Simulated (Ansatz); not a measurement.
# FGaH2: the cost of one run

Computed with Ansatz 0.2.0. Level: RHF-MP2, frozen core/def2-TZVP.

### Step 1. Reference run: GaH2F, relaxed

File input.yaml:

```yaml
crystal:
  periodic: [false, false, false]
  atoms:
    - { symbol: Ga, position_ang: [-0.1123, 0.1698, 0.4814] }
    - { symbol: F, position_ang: [1.0041, -0.9818, -0.9312] }
    - { symbol: H, position_ang: [0.0551, -0.4451, -1.4314] }
    - { symbol: H, position_ang: [-0.9469, 1.2572, 1.8812] }
basis:
  gaussian: { orbitals: def2-TZVP }
hamiltonian:
  xc: hf
output:
  forces: true
correlation:
  method: mp2
relax:
  f_tol: 0.02
  max_steps: 120
  constraints: [{ distance: [1, 2] }, { distance: [0, 1] }, { distance: [0, 2] }]
  escape_saddle: false
```

Run with:

```console
> ansatz run input.yaml --threads 1 --pin off --max-ram 2560MiB --backend cpu --events-out ev --progress --plain --runs-dir out
```

**Question.** How long does this run take on 1 thread of AMD EPYC, shared host, and how much memory does it need?

About 43 s, with a peak of 0.17 GiB.
